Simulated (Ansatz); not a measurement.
# CH4ClFSi, SMILES FC[SiH2]Cl: a rigid torsion scan

Computed with the Python package of Ansatz (0.2.0).

Script `ch4clfsi_torsion.py`:
```python
"""Rigid torsion scan of CH4ClFSi."""

from dataclasses import dataclass
import warnings

import ansatz as az
from ase import Atoms


@dataclass(frozen=True)
class Settings:
    basis_set: str = "6-31G*"
    functional: str = "hf"
    force_tol: float = 0.02


cfg = Settings()

warnings.simplefilter("ignore", az.DeckWarning)

atoms = Atoms(["F", "C", "Si", "Cl", "H", "H", "H", "H"], positions=[
    (-1.1145, 1.4589, -0.4897),
    (0.0492, 0.9547, -0.2118),
    (-0.1736, -0.8307, 0.1493),
    (1.7694, -1.6331, 0.5954),
    (0.4663, 1.5047, 0.6196),
    (0.701, 1.1443, -1.0762),
    (-0.9712, -1.0723, 1.3587),
    (-0.6344, -1.5836, -1.001),
])

# relax first, so that the scan starts from a minimum
first = (
    az.Crystal.molecule_from_ase(atoms).calculation()
    .basis(gaussian=cfg.basis_set)
    .functional(cfg.functional)
    .relax(force_tolerance=cfg.force_tol, max_steps=80)  # relax until the tolerances are met
)
atoms.positions = first.run(threads=1, backend="cpu").report["positions_ang"]

start = atoms.get_dihedral(3, 2, 1, 0)
energies = {}
for turn in range(0, 360, 30):
    turned = atoms.copy()
    turned.set_dihedral(3, 2, 1, 0, start + turn, indices=[0, 1, 4, 5])
    calculation = (
        az.Crystal.molecule_from_ase(turned).calculation()
        .basis(gaussian=cfg.basis_set)  # the orbital basis, by name
        .functional(cfg.functional)
    )
    energies[round((start + turn) % 360)] = calculation.run(threads=1, backend="cpu").report["free_energy_ev"]
floor = min(energies.values())
print("dihedral Cl3-Si2-C1-F0 (deg)   E - E(min) (kJ/mol)")
for angle, e in sorted(energies.items()):
    print(f"{angle:8d} {96.485332 * (e - floor):14.3f}  " + "#" * int(30 * (e - floor) / max(max(energies.values()) - floor, 1e-9)))
```

Output of `python ch4clfsi_torsion.py`:
```text
dihedral Cl3-Si2-C1-F0 (deg)   E - E(min) (kJ/mol)
      30         12.938  ###################
      60          4.922  #######
      90          6.795  ##########
     120          9.660  ##############
     150          4.477  ######
     180          0.000
     210          4.475  ######
     240          9.660  ##############
     270          6.797  ##########
     300          4.922  #######
     330         12.935  ###################
     360         19.906  ##############################
```

The scan is rigid and the energies are electronic, in a modest basis. With rigid groups the curve can differ much from the relaxed path, the start wasn't checked as a minimum of this torsion, and equivalent turns needn't return to the same energy. Run time: 22 s on 1 thread of Arm Neoverse V1, with other jobs on the host, peak memory 0.21 GiB.

(A comment or docstring line of the script was reworded after the run, the code is as it ran.)
